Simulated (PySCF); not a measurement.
# C9H10O (4'-methylacetophenone): the cost of one run

Programs: PySCF 2.14.0, with routines of our own; each step states its level. All values are computed. Atoms count from 0.

### 1 The system as given

20 atoms, charge 0, multiplicity 1; geometry from: GFN2-xTB.

### 2 Geometry optimisation at PBE0-D3(BJ)/def2-SVP

Job settings and geometry (Å):

```
{"job": {"xc": "PBE0", "basis": "def2-SVP", "d3": "d3bj", "grid": 2, "kind": "geom"}, "charge": 0, "multiplicity": 1}
C      3.323029     0.455416    -0.274862
C      2.369547    -0.642215     0.135654
O      2.773683    -1.711905     0.537025
C      0.918697    -0.353893     0.027744
C      0.024859    -1.354036     0.415055
C     -1.337289    -1.153062     0.345932
C     -1.853127     0.054622    -0.112914
C     -3.331347     0.268011    -0.209563
C     -0.963119     1.050672    -0.501741
C      0.402581     0.856113    -0.434534
H      3.154729     1.343596     0.330472
H      3.170560     0.710817    -1.321490
H      4.344967     0.112110    -0.133767
H      0.429841    -2.288830     0.772748
H     -2.013446    -1.938626     0.651113
H     -3.584583     1.317785    -0.080391
H     -3.686841    -0.045571    -1.191955
H     -3.857570    -0.318628     0.539647
H     -1.349642     1.993982    -0.861462
H      1.059323     1.654320    -0.744231
```

Launch:

```
> OMP_NUM_THREADS=1 python excited_run.py task.json out
```

This one command runs all jobs of the session in turn.

**Question.** How long does this first job take on 1 thread of Arm Neoverse V1, shared host, and how much memory does it need?

About 1.7 min, with a peak of 0.87 GiB.
